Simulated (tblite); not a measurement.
# C4H10GeOSi2: the cost of one run

Programs: tblite 0.8.0 and PySCF 2.14.0, with density-fitted response routines of our own. Each step states its level of theory. These are calculated values for one molecule in the gas phase, unless marked as measured. Atoms count from 0, in the outputs and in this text.

**1. The starting structure**

18 atoms, charge 0, multiplicity 1; geometry from: force field or distance geometry start.

Bonds of the start (Å): C0–C1 1.48, C1–O2 1.23, C1–Si3 1.85, Si3–C4 1.85, C4–C5 1.33, C5–Ge6 1.93, Ge6–Si7 2.28, Si7–Si3 2.22, C0–H8 1.11, C0–H9 1.12, C0–H10 1.11, Si3–H11 1.46, C4–H12 1.09, C5–H13 1.09, Ge6–H14 1.54, Ge6–H15 1.57, Si7–H16 1.47, Si7–H17 1.48.

**2. Geometry optimisation with GFN2-xTB**

Job settings and geometry (Å):

```
{"job": {"kind": "relax", "xc": "GFN2-xTB", "basis": "xTB"}, "charge": 0, "multiplicity": 1}
C     -3.159700    -0.041100    -0.207200
C     -1.819600     0.112800     0.405000
O     -1.708000     0.295400     1.619500
Si    -0.282300     0.006800    -0.618700
C      0.762600     1.509700    -0.340800
C      1.978600     1.427900     0.200200
Ge     2.710500    -0.273000     0.737100
Si     1.000900    -1.644200     0.122900
H     -3.754300     0.881600    -0.029500
H     -3.699700    -0.902200     0.256300
H     -3.093200    -0.210500    -1.302200
H     -0.601100    -0.178900    -2.033600
H      0.363700     2.479500    -0.632100
H      2.577700     2.325900     0.349600
H      3.996500    -0.589900    -0.053200
H      2.925400    -0.315800     2.286800
H      0.398600    -2.324100     1.281400
H      1.394500    -2.553600    -0.973200
```

Launch:

```bash
$ OMP_NUM_THREADS=1 python probes_run.py task.json out
```

One launch serves the whole session: the jobs run in the order shown.

**Question.** How long does this first job take on 1 thread of Arm Neoverse N1, shared host, and how much memory does it need?

About 2.2 s, with a peak of 0.18 GiB.
